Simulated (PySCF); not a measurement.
# CuK (K ... Cu): the cost of one run

Programs: PySCF 2.14.0, with routines of our own; each step states its level. All values are computed. Atoms count from 0.

## 1. The starting structure

2 atoms, charge 0, high-spin multiplicity 3; geometry from: GFN2-xTB fragments, placed rigidly.

The system (radical pair): K···Cu. The radical centres are 3.62 Å apart; the spin sites are atom 0 (1 unpaired) and atom 1 (1 unpaired).

## 2. Magnetic exchange: CASSCF and SC-NEVPT2/def2-TZVP (2,2)

What the job is given:

```
{"job": {"kind": "cas", "basis": "def2-TZVP", "active": "magnetic", "zfs": true}, "charge": 0, "high_spin_multiplicity": 3, "spin_sites": [[[0], 1], [[1], 1]]}
K      0.000000     0.000000    -1.809000
Cu     0.000000     0.000000     1.809000
```

Level: CASSCF and SC-NEVPT2/def2-TZVP spin states, gas phase.

Launch:

```bash
OMP_NUM_THREADS=1 python exch_run.py task.json out
```

One launch serves the whole session: the jobs run in the order shown.

Q: Estimate the wall time and peak memory of this first job on 1 thread of Arm Neoverse N1, shared host.

About 4.1 s, with a peak of 0.22 GiB.
